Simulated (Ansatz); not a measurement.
**AlBrH3NSi: a ladder of functionals and wavefunction methods**

The task here is to estimate one member of a computed series from the others.

Computed with Ansatz 0.2.0, Gaussian basis. Level: functionals in def2-TZVPP, the program's frozen cores in correlated methods.

The runs, in order: LDA (SPW92), PBE-D4, revPBE-D4, BLYP-D4, r2SCAN-D4, B97M-V, PBE0-D4, B3LYP-D4, r2SCANh-D4, r2SCAN0-D4, HSE06-D4, BHLYP-D4, CAM-B3LYP-D4, LC-ωPBE, ωB97X-V, ωB97M-V, B2PLYP, PBE-QIDH; CCSD(T)/def2-SVP; CCSD(T)/def2-TZVPP; MP2/def2-QZVPP; extrapolation to the limit; RPA on PBE.

**Structure used throughout**

The geometry comes from an earlier relaxation with PBE0-D4 in a triple-zeta def2 set; it is a stationary point, not always the lowest conformer.

SMILES `[Br][Al]1[NH][SiH2]1`, 7 atoms, charge 0, spin multiplicity 1.

Atoms are counted from 1 here; the program's logs count them from 0.

Bond lengths: Br1–Al2 2.242 Å, Al2–N3 1.766 Å, Al2–Si4 2.291 Å, N3–Si4 1.767 Å, N3–H5 1.009 Å, Si4–H6 1.492 Å, Si4–H7 1.492 Å. Angles: Br1–Al2–N3 135.5°, Br1–Al2–Si4 174.9°, N3–Al2–Si4 49.6°, Al2–N3–Si4 80.8°, Al2–N3–H5 149.8°, Si4–N3–H5 129.4°, Al2–Si4–N3 49.6°, Al2–Si4–H6 126.3°, Al2–Si4–H7 126.3°, N3–Si4–H6 116.6°, N3–Si4–H7 116.6°, H6–Si4–H7 106.5°.

Set-up of the first run:

The input, in.yaml:

```yaml
crystal:
  periodic: [false, false, false]
  atoms:
    - {symbol: Br, position_ang: [-1.276138, -3.053903, 1.324811]}
    - {symbol: Al, position_ang: [-0.541247, -1.040697, 0.668026]}
    - {symbol: N, position_ang: [0.308934, -0.408583, -0.745521]}
    - {symbol: Si, position_ang: [0.134600, 1.091014, 0.172428]}
    - {symbol: H, position_ang: [0.739980, -0.562095, -1.644957]}
    - {symbol: H, position_ang: [-0.700162, 2.160429, -0.447454]}
    - {symbol: H, position_ang: [1.395233, 1.745936, 0.626967]}
basis:
  gaussian: {orbitals: def2-TZVPP}
hamiltonian: {xc: lda}
output: {orbitals: {seedname: orbitals}}
```

Launch:

```sh
$ ansatz run in.yaml --threads 2 --pin off --events-out ev --progress --plain --max-ram 4352MiB
```

Steps of the session up to this table: LDA; PBE-D4 (GGA); revPBE-D4 (GGA); BLYP-D4 (GGA); r2SCAN-D4 (meta-GGA); B97M-V (meta-GGA); PBE0-D4 (hybrid); B3LYP-D4 (hybrid); r2SCANh-D4 (hybrid); r2SCAN0-D4 (hybrid); HSE06-D4 (hybrid); BHLYP-D4 (hybrid); CAM-B3LYP-D4 (range-separated); LC-ωPBE (range-separated); ωB97X-V (range-separated); ωB97M-V (range-separated); B2PLYP (double hybrid); PBE-QIDH (double hybrid).

One of the session's tables, all rows but one given; the rest of the session is left out.

It belongs to the step «Orbital energies across the functionals». 

```
  functional  HOMO (eV)  LUMO (eV)  gap (eV)
 LDA (SPW92)      -5.95      -2.62      3.33
      PBE-D4      -5.84      -2.38      3.46
   revPBE-D4      -5.80      -2.27      3.52
     BLYP-D4      -5.70      -2.25      3.45
   r2SCAN-D4      -6.04      -2.09      3.95
      B97M-V      -6.06      -2.16      3.90
     PBE0-D4      -6.84      -1.60      5.24
    B3LYP-D4      -6.65      -1.79      4.86
  r2SCANh-D4      -6.40      -1.83      4.58
  r2SCAN0-D4      -6.96      -1.44      5.52
    HSE06-D4      -6.45      -1.96      4.48
    BHLYP-D4      -7.72      -0.73      6.98
CAM-B3LYP-D4      -8.05      -0.62      7.43
     LC-ωPBE          ?          ?         ?
     ωB97X-V      -9.00       0.38      9.38
     ωB97M-V      -8.79       0.09      8.88
```

**Question.** Estimate the row for LC-ωPBE.

The run gave: HOMO (eV): -9.29; LUMO (eV): 0.48; gap (eV): 9.77. In the column «HOMO (eV)» it is the lowest.
